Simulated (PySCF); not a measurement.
# The bond of GeI+, level by level

The task here is to estimate one member of a computed series from the others.

Method: Ge def2-TZVPPD, I def2-TZVPPD with ECP28, scalar-relativistic core potentials; program: PySCF 2.14.0.

The first run:

Settings of the job:

```yaml
atoms: Ge, I
charge: 1
basis: Ge def2-TZVPPD, I def2-TZVPPD with ECP28
Hamiltonian: scalar-relativistic core potentials
basis_functions: 113
electrons_treated: 56
masses_in_u: 73.9212, 126.9045
levels: PBE0, PBE, r²SCAN, r²SCANh, PW91, B97-3, LDA, BLYP, HSE06, HF, MP2, SCS-MP2, CCSD, CCSD(T)
grid: 80 radial by 434 angular points
occupations: held fixed by the projection of orbital angular momentum
dissociation_limit: Ge+ + I, each in its ground configuration
starting_distance_in_angstrom: 2.570
values_of_2S_to_try: 0, 2
```

Command:

```sh
$ OMP_NUM_THREADS=2 python dia.py task.json out
```

Steps of the session up to this table: The job; First curve: PBE0; Higher solutions at PBE0; PBE; r²SCAN (meta-GGA); r²SCANh; PW91 (GGA); B97-3 (global hybrid GGA); LDA; BLYP (GGA); HSE06; RHF; Adding correlation.

One of the session's tables, all rows but one given; the rest of the session is left out.

Energy (eV) from each level's lowest point:

| R (Å) | RHF | RHF-MP2 | RHF-SCS-MP2 | RHF-CCSD | RHF-CCSD(T) |
| --- | --- | --- | --- | --- | --- |
| 2.069 | 1.453 | 1.275 | 1.332 | n/a | n/a |
| 2.165 | 0.642 | 0.523 | 0.562 | 0.572 | 0.605 |
| 2.262 | 0.199 | 0.133 | 0.155 | 0.161 | 0.182 |
| 2.334 | ? | ? | ? | ? | ? |
| 2.406 | 0.000 | 0.000 | 0.000 | 0.000 | 0.000 |
| 2.478 | 0.042 | 0.071 | 0.061 | 0.057 | 0.046 |
| 2.574 | 0.196 | 0.260 | 0.236 | 0.227 | 0.199 |
| 2.695 | 0.493 | 0.597 | 0.557 | 0.537 | 0.488 |
| 2.839 | 0.937 | 1.085 | 1.023 | 0.988 | 0.913 |
| 3.032 | 1.586 | 1.787 | 1.693 | n/a | n/a |

Estimate the missing values for R (Å) = 2.334.

Worked estimate for «RHF». A straight line through the neighbours (2.262, 0.199) and (2.406, 0.000) gives 0.199 + (0.000 − 0.199) × (2.334 − 2.262) / (2.406 − 2.262) = 0.100; a parabola fitted to 4 rows on both sides gives 0.038.

**Answer.** RHF: 0.043; RHF-MP2: 0.012; RHF-SCS-MP2: 0.022; RHF-CCSD: 0.026; RHF-CCSD(T): 0.037. In «RHF» the line misses by +0.057 and the parabola by -0.005.
